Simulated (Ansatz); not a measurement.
# C2H2AlNa (SMILES [Na][C]#[C][AlH2]): one structure at several levels

An exercise on one series of results from a longer session: the logs are not shown, and one member is left open.

The runs use Ansatz 0.2.0, Gaussian basis; single points in def2-TZVPP.

Correlated methods freeze the cores. The outer core shell of Li, Na, Mg and K is correlated.

### The system as given

SMILES `[Na][C]#[C][AlH2]`, 6 atoms, charge 0, spin multiplicity 1.

Atoms are counted from 1 here; the program's logs count them from 0.

Bond lengths: Na1–C2 2.160 Å, C2–C3 1.233 Å, C3–Al4 1.893 Å, Al4–H5 1.588 Å, Al4–H6 1.614 Å. Angles: Na1–C2–C3 178.8°, C2–C3–Al4 177.9°, C3–Al4–H5 127.1°, C3–Al4–H6 125.3°, H5–Al4–H6 107.6°.

As a file:

```
atom    x (Å)    y (Å)    z (Å)
 Na1  -1.6000  -3.2743  -1.3415
  C2  -0.7213  -1.4534  -0.5823
  C3  -0.1965  -0.4258  -0.1479
 Al4   0.5754   1.1890   0.4700
  H5   1.4976   2.1872  -0.3520
  H6   0.4261   1.7818   1.9639
```

Set-up of the first run:

File run/in.yaml:

```yaml
crystal:
  periodic: [false, false, false]
  atoms:
    - {symbol: Na, position_ang: [-1.600000, -3.274300, -1.341500]}
    - {symbol: C, position_ang: [-0.721300, -1.453400, -0.582300]}
    - {symbol: C, position_ang: [-0.196500, -0.425800, -0.147900]}
    - {symbol: Al, position_ang: [0.575400, 1.189000, 0.470000]}
    - {symbol: H, position_ang: [1.497600, 2.187200, -0.352000]}
    - {symbol: H, position_ang: [0.426100, 1.781800, 1.963900]}
basis:
  gaussian: {orbitals: def2-TZVPP}
correlation: {method: ccsd_t}
output: {forces: true}
```

No record of the launch command was kept for these runs.

Among the steps run: CCSD(T)/def2-TZVPP; PBE0-D4/def2-TZVPP; wB97M-V/def2-TZVPP; r2SCAN-D4/def2-TZVPP; PBE-D4/def2-TZVPP; wB97X-V/def2-TZVPP; B97M-V/def2-TZVPP.

One table of the session follows, with a row left open; its other results are not shown here.

```
   method  RMS force component (eV/Å)  angle to CCSD(T) forces (°)  dipole (D)
  CCSD(T)                       0.465                    reference        9.86
  PBE0-D4                           ?                            ?           ?
  wB97M-V                       0.300                         75.8        9.75
r2SCAN-D4                       0.306                         30.0        9.93
   PBE-D4                       0.396                          9.0        9.48
  wB97X-V                       0.284                         70.9        9.84
   B97M-V                       0.297                         38.8       10.15
```

Q: Estimate the row for PBE0-D4 from the others.

**Answer.** RMS force component (eV/Å): 0.255; angle to CCSD(T) forces (°): 49.2; dipole (D): 9.75. In the column «RMS force component (eV/Å)» it is the lowest.
